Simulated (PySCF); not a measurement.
# BiI3 (Bi(I)3): the cost of one run

Program: PySCF 2.14.0. Level of theory: several levels, as the steps say, no spin–orbit coupling. These are calculated values, not measurements.

3 further runs of the same task are left out: 2 for a known fault of the program, 1 set aside as unsound or not needed.

## Step 1: The system as given

4 atoms, charge 0, spin multiplicity 1.

Bond lengths: Bi1–I2 2.830 Å, Bi1–I3 2.837 Å, Bi1–I4 2.837 Å. Angles: I2–Bi1–I3 100.6°, I2–Bi1–I4 100.6°, I3–Bi1–I4 100.4°.

Coordinates:

```tsv
atom	x (Å)	y (Å)	z (Å)
Bi1	0.0034	0.0000	0.8418
I2	2.5169	-0.0006	-0.4596
I3	-1.2594	2.1790	-0.4634
I4	-1.2607	-2.1783	-0.4633
```

Formal oxidation states: Bi +3. An earlier session relaxed this geometry at r2SCAN, Bi def2-SVP with ECP60, I def2-SVP with ECP28 (singlet, point group C3v).

At r2SCAN on the finer grid: E = -1108.323463 Eh, HOMO -6.76 eV, LUMO -3.77 eV, Mulliken charge on Bi1 +0.56 e, largest force component 0.066 eV/Å. 

Levels to run: BP86; B3LYP; PBE0; M06-L; r2SCAN, TZVP; r2SCAN, x2c-SVP. Hardware: 2 threads of Arm Neoverse V1, shared host.

## Step 2: BP86

The input, run.py (the lines that set the calculation):

```python
mol = gto.M(atom='''
Bi     0.00345    -0.00004     0.84182
I      2.51686    -0.00063    -0.45956
I     -1.25939     2.17901    -0.46336
I     -1.26066    -2.17834    -0.46334''',
    basis={'Bi': 'def2-SVP', 'I': 'def2-SVP'},
    ecp={'Bi': 'def2-SVP', 'I': 'def2-SVP'},
    charge=0, spin=0)
mf = dft.RKS(mol, xc='B88,P86')
mf.grids.atom_grid = (75, 302)
mf = mf.density_fit()  # fitting sets: Bi def2-universal-JKFIT, I def2-universal-JKFIT
mf.conv_tol = 1e-08; mf.max_cycle = 55
mf.kernel(dm0)  # dm0: the density of the relaxed state
```

Run with:

```bash
> OMP_NUM_THREADS=2 python run.py
```

**Question.** How long does this run take on 2 threads of Arm Neoverse V1, shared host?

About 7.2 s.
